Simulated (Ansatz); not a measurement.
# CH6AsGeN: rigid scan of one bond length, by script

Wanted for CH6AsGeN: a rigid scan of one bond length.

Program: the Python package of Ansatz 0.2.0. Level of theory: Hartree-Fock/def2-SVP. These are calculated values, not measurements.

**1. The structure**

Bond lengths: C1–N2 1.283 Å, N2–Ge3 1.854 Å, Ge3–As4 2.399 Å, C1–H5 1.086 Å, C1–H6 1.084 Å, Ge3–H7 1.550 Å, Ge3–H8 1.550 Å, As4–H9 1.564 Å, As4–H10 1.563 Å. Angles: C1–N2–Ge3 121.3°, N2–C1–H5 121.1°, N2–C1–H6 119.7°, H5–C1–H6 119.2°, N2–Ge3–As4 109.7°, N2–Ge3–H7 109.5°, N2–Ge3–H8 109.3°, As4–Ge3–H7 109.6°, As4–Ge3–H8 109.2°, H7–Ge3–H8 109.5°, Ge3–As4–H9 91.9°, Ge3–As4–H10 92.3°, H9–As4–H10 92.6°.

The script holds or builds the structure itself.

**2. Script**

The input, scan_ch6asgen.py:

```python
# -*- coding: utf-8 -*-
"""Stretching a bond of CH6AsGeN, the rest held rigid."""

import logging
import sys

import ansatz as az
from ase import Atoms
import matplotlib.pyplot as plt
import numpy as np

logging.basicConfig(stream=sys.stdout, format="%(levelname)s %(message)s")
log = logging.getLogger("run")
log.setLevel(logging.INFO)

atoms = Atoms(["C", "N", "Ge", "As", "H", "H", "H", "H", "H", "H"], positions=[
    (-1.2059, 1.0881, 0.7594),
    (-1.3028, 0.2533, -0.2099),
    (-0.1301, -1.1731, -0.3723),
    (2.103, -0.3514, -0.6802),
    (-0.4345, 0.9818, 1.5164),
    (-1.9051, 1.9137, 0.8291),
    (-0.1918, -2.0432, 0.9089),
    (-0.5321, -2.03, -1.5997),
    (1.6189, 0.7402, -1.6897),
    (1.9804, 0.6206, 0.5381),
])
system = az.Crystal.molecule_from_ase(atoms)

symbols = [site.symbol for site in system.cartesian_sites]
start = np.array([site.position_ang for site in system.cartesian_sites])
axis = (start[3] - start[2]) / np.linalg.norm(start[3] - start[2])
moving = [3, 8, 9]
lengths, energies = [2.04, 2.21, 2.4, 2.64, 3.0, 3.6, 4.32, 5.28], []
for length in lengths:
    xyz = start.copy()
    xyz[moving] += (length - np.linalg.norm(start[3] - start[2])) * axis
    point = az.Crystal.molecule()
    for symbol, place in zip(symbols, xyz):
        point = point.atom(symbol, place.tolist())
    calculation = point.calculation()
    calculation = calculation.basis(gaussian="def2-SVP")
    calculation = calculation.functional("hf").spin("collinear")
    summary = calculation.run().report
    energies.append(summary["free_energy_ev"])
    log.info(f"r = {length:6.3f} A  E = {energies[-1]:.5f} eV  <S^2> = {abs(summary['mean_field']['state']['spin_squared']):.3f}")

print("energy above the lowest point (eV):", [round(e - min(energies), 3) for e in energies])
plt.figure(figsize=(4.5, 3))
plt.plot(lengths, np.array(energies) - min(energies), "o-")
plt.xlabel("bond length (A)")
plt.ylabel("E - E(min) (eV)")
plt.tight_layout()
plt.savefig("scan.png", dpi=100)
```

**3. Running it**

Launch:

```sh
python scan_ch6asgen.py
```

**Question.** What results will this script give? Wanted: range of energy; lowest point, distance.

The runs gave:

```
                  quantity     value
             runs compared         8
           range of energy  1.677 eV
lowest point, distance (Å)      2.40
```

The curve has its lowest point inside the range, at 2.40. The ends stand 1.54 and 1.68 eV above it. The distance scanned is the script's pair 2, 3. <S²> moves from 0.05 to 1.14: along the scan the mean field breaks spin symmetry. The rest of the molecule is held rigid at a force-field or estimated start geometry, and the basis set is modest; single-reference methods fail as a bond breaks.
